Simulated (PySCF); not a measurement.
# A diatomic session: SiSb+

An exercise on one series of results from a longer session: the logs are not shown, and one member is left open.

Program: PySCF 2.14.0. Level of theory: Si def2-TZVPPD, Sb def2-TZVPPD with ECP28, scalar-relativistic core potentials. These are calculated values, not measurements.

Set-up of the first run:

The job is set up so:

```yaml
atoms: Si, Sb
charge: 1
basis: Si def2-TZVPPD, Sb def2-TZVPPD with ECP28
Hamiltonian: scalar-relativistic core potentials
basis_functions: 104
electrons_treated: 36
masses_in_u: 27.9769, 120.9038
levels: PBE0, PBE, r²SCAN, M06-2X, B2PLYP, M06-L, MN15, r²SCANh, ωB97X-V, HF, MP2, SCS-MP2, CCSD, CCSD(T)
grid: 80 radial by 434 angular points
occupations: held fixed by the projection of orbital angular momentum
dissociation_limit: Si+ + Sb, each in its ground configuration
starting_distance_in_angstrom: 2.580
values_of_2S_to_try: 0, 2, 4
```

Launch:

```bash
> OMP_NUM_THREADS=2 python dia.py task.json out
```

Steps of the session up to this table: Set-up; PBE0 along the bond; Other states along the same grid; PBE; r²SCAN (meta-GGA); M06-2X (hybrid meta-GGA); B2PLYP (double hybrid); M06-L; MN15 (hybrid meta-GGA); r²SCANh (hybrid meta-GGA); ωB97X-V (range-separated hybrid); UHF; MP2 and coupled cluster.

One table of the session follows, with a row left open; its other results are not shown here.

Energy (eV) from each level's lowest point:

| R (Å) | UHF | UHF-MP2 | UHF-SCS-MP2 | UHF-CCSD | UHF-CCSD(T) |
| --- | --- | --- | --- | --- | --- |
| 2.172 | 0.983 | 0.930 | 0.950 | n/a | n/a |
| 2.273 | 0.420 | 0.385 | 0.402 | 0.424 | 0.455 |
| 2.374 | 0.121 | 0.099 | 0.111 | 0.125 | 0.144 |
| 2.450 | 0.021 | 0.009 | 0.016 | 0.024 | 0.033 |
| 2.526 | 0.000 | 0.000 | 0.000 | 0.000 | 0.000 |
| 2.602 | 0.036 | 0.054 | 0.045 | 0.035 | 0.026 |
| 2.703 | ? | ? | ? | ? | ? |
| 2.829 | 0.327 | 0.455 | 0.407 | 0.348 | 0.321 |
| 2.981 | 0.556 | 0.824 | 0.764 | 0.641 | 0.612 |
| 3.183 | 0.785 | 1.286 | 1.229 | n/a | n/a |

Estimate the missing values for R (Å) = 2.703.

Worked estimate for «UHF». A straight line through the neighbours (2.602, 0.036) and (2.829, 0.327) gives 0.036 + (0.327 − 0.036) × (2.703 − 2.602) / (2.829 − 2.602) = 0.165; a parabola fitted to 4 rows on both sides gives 0.155.

**Answer.** UHF: 0.143; UHF-MP2: 0.199; UHF-SCS-MP2: 0.173; UHF-CCSD: 0.145; UHF-CCSD(T): 0.126. In «UHF» the line misses by +0.022 and the parabola by +0.012.
